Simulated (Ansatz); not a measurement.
# C3H7Al: a ladder of functionals and wavefunction methods

The task here is to estimate one member of a computed series from the others.

Computed with Ansatz 0.2.0, Gaussian basis. Level: functionals in def2-TZVPP, the program's frozen cores in correlated methods.

The runs, in order: LDA (SPW92), PBE-D4, revPBE-D4, BLYP-D4, r2SCAN-D4, B97M-V, PBE0-D4, B3LYP-D4, r2SCANh-D4, r2SCAN0-D4, HSE06-D4, BHLYP-D4, CAM-B3LYP-D4, LC-ωPBE, ωB97X-V, ωB97M-V, B2PLYP, PBE-QIDH; CCSD(T)/def2-SVP; CCSD(T)/def2-TZVPP; MP2/def2-QZVPP; extrapolation to the limit; RPA on PBE.

**Structure used throughout**

An earlier PBE0-D4 in a triple-zeta def2 set relaxation fixed the geometry.

SMILES `C=[C](C)[AlH2]`, 11 atoms, charge 0, spin multiplicity 1.

Atoms are counted from 1 here; the program's logs count them from 0.

Bond lengths: C1–C2 1.338 Å, C1–H5 1.087 Å, C1–H6 1.091 Å, C2–C3 1.501 Å, C2–Al4 1.947 Å, C3–H7 1.095 Å, C3–H8 1.095 Å, C3–H9 1.095 Å, Al4–H10 1.588 Å, Al4–H11 1.590 Å. Angles: C2–C1–H5 122.1°, C2–C1–H6 122.2°, H5–C1–H6 115.7°, C1–C2–C3 120.8°, C1–C2–Al4 114.8°, C3–C2–Al4 124.4°, C2–C3–H7 111.2°, C2–C3–H8 111.3°, C2–C3–H9 112.0°, H7–C3–H8 106.0°, H7–C3–H9 108.0°, H8–C3–H9 108.0°, C2–Al4–H10 117.3°, C2–Al4–H11 121.7°, H10–Al4–H11 121.0°.

As a file:

```xyz
11
C3H7Al
C    -0.2965    1.4473   -0.0494
C    -0.0415    0.1368    0.0401
C    -0.3691   -0.6252    1.2907
Al    0.7656   -0.6493   -1.5483
H    -0.0684    2.0204   -0.9447
H    -0.7460    2.0096    0.7708
H    -1.0687   -1.4417    1.0859
H     0.5244   -1.0934    1.7156
H    -0.8130    0.0167    2.0585
H     1.0353    0.3145   -2.7815
H     1.1432   -2.1926   -1.6172
```

Set-up of the first run:

Input file in.yaml:

```yaml
crystal:
  periodic: [false, false, false]
  atoms:
    - {symbol: C, position_ang: [-0.296458, 1.447305, -0.049378]}
    - {symbol: C, position_ang: [-0.041495, 0.136769, 0.040121]}
    - {symbol: C, position_ang: [-0.369058, -0.625223, 1.290737]}
    - {symbol: Al, position_ang: [0.765587, -0.649334, -1.548308]}
    - {symbol: H, position_ang: [-0.068427, 2.020355, -0.944709]}
    - {symbol: H, position_ang: [-0.746046, 2.009614, 0.770768]}
    - {symbol: H, position_ang: [-1.068687, -1.441701, 1.085877]}
    - {symbol: H, position_ang: [0.524447, -1.093365, 1.715603]}
    - {symbol: H, position_ang: [-0.812991, 0.016732, 2.058452]}
    - {symbol: H, position_ang: [1.035283, 0.314463, -2.781511]}
    - {symbol: H, position_ang: [1.143244, -2.192614, -1.617152]}
basis:
  gaussian: {orbitals: def2-TZVPP}
hamiltonian: {xc: lda}
output: {orbitals: {seedname: orbitals}}
```

The run is started by

```bash
$ ansatz run in.yaml --threads 2 --pin off --events-out ev --progress --plain --max-ram 4352MiB
```

Steps of the session up to this table: LDA; PBE-D4 (GGA); revPBE-D4 (GGA); BLYP-D4 (GGA); r2SCAN-D4 (meta-GGA); B97M-V (meta-GGA); PBE0-D4 (hybrid); B3LYP-D4 (hybrid); r2SCANh-D4 (hybrid); r2SCAN0-D4 (hybrid); HSE06-D4 (hybrid); BHLYP-D4 (hybrid); CAM-B3LYP-D4 (range-separated); LC-ωPBE (range-separated); ωB97X-V (range-separated); ωB97M-V (range-separated); B2PLYP (double hybrid); PBE-QIDH (double hybrid).

One of the session's tables, all rows but one given; the rest of the session is left out.

It belongs to the step «Frontier levels by functional». 

| functional | HOMO (eV) | LUMO (eV) | gap (eV) |
| --- | --- | --- | --- |
| LDA (SPW92) | -6.62 | -2.60 | 4.02 |
| PBE-D4 | -6.54 | -2.36 | 4.18 |
| revPBE-D4 | -6.50 | -2.25 | 4.24 |
| BLYP-D4 | -6.41 | -2.24 | 4.17 |
| r2SCAN-D4 | -6.77 | -2.10 | 4.67 |
| B97M-V | -6.80 | -2.26 | 4.53 |
| PBE0-D4 | -7.65 | -1.55 | 6.09 |
| B3LYP-D4 | -7.42 | -1.76 | 5.65 |
| r2SCANh-D4 | -7.17 | -1.81 | 5.36 |
| r2SCAN0-D4 | -7.78 | -1.40 | 6.38 |
| HSE06-D4 | -7.25 | -1.92 | 5.32 |
| BHLYP-D4 | ? | ? | ? |
| CAM-B3LYP-D4 | -8.93 | -0.61 | 8.32 |
| LC-ωPBE | -10.33 | 0.48 | 10.81 |
| ωB97X-V | -9.94 | 0.37 | 10.31 |
| ωB97M-V | -9.86 | 0.11 | 9.97 |

**Question.** Estimate the row for BHLYP-D4.

Worked estimate for «HOMO (eV)». Against the share of exact exchange, BLYP-D4 (0, -6.41), B3LYP-D4 (0.2, -7.42) give a slope of -5.05 per unit share; at 0.5 the line stands at -8.93.

The run gave: HOMO (eV): -8.53; LUMO (eV): -0.74; gap (eV): 7.79. In «HOMO (eV)» the line misses by -0.40.
